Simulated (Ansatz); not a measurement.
# CW: the cost of one run

The runs use Ansatz 0.2.0, Gaussian basis; def2-QZVPP, core rule «outside noble gas», up to 5 orbitals frozen.

To be run: UHF; ROHF; CCSD(T) on UHF.

## (1) What is computed

The geometry is a PBE0/def2-TZVP stationary point (not a proven minimum) of the parent state, kept for this charge and spin. No spin-orbit coupling is included. Elements past krypton take def2 core potentials.

2 atoms, charge 1, spin multiplicity 4.

Atoms are counted from 1 here; the program's logs count them from 0.

Bond lengths: W1–C2 1.838 Å.

## (2) UHF

File in.yaml:

```yaml
crystal:
  periodic: [false, false, false]
  atoms:
    - {symbol: W, position_ang: [0.000000, 0.000000, 0.000000]}
    - {symbol: C, position_ang: [0.000000, 0.000000, 1.837600]}
basis:
  gaussian: {orbitals: "def2-QZVPP.json"}
total_charge: 1
magnetization: {spin_polarized: true, initial_magnetization: 3}
hamiltonian: {xc: hf}
output: {orbitals: {seedname: orbitals}}
```

Started as:

```console
$ ansatz run in.yaml --threads 1 --pin off --events-out ev --progress --plain --max-ram 2816MiB --backend cpu
```

**Question.** How long does this run take on 1 thread of AMD EPYC 7R13, shared host, and how much memory does it need?

About 20 s, with a peak of 0.32 GiB.
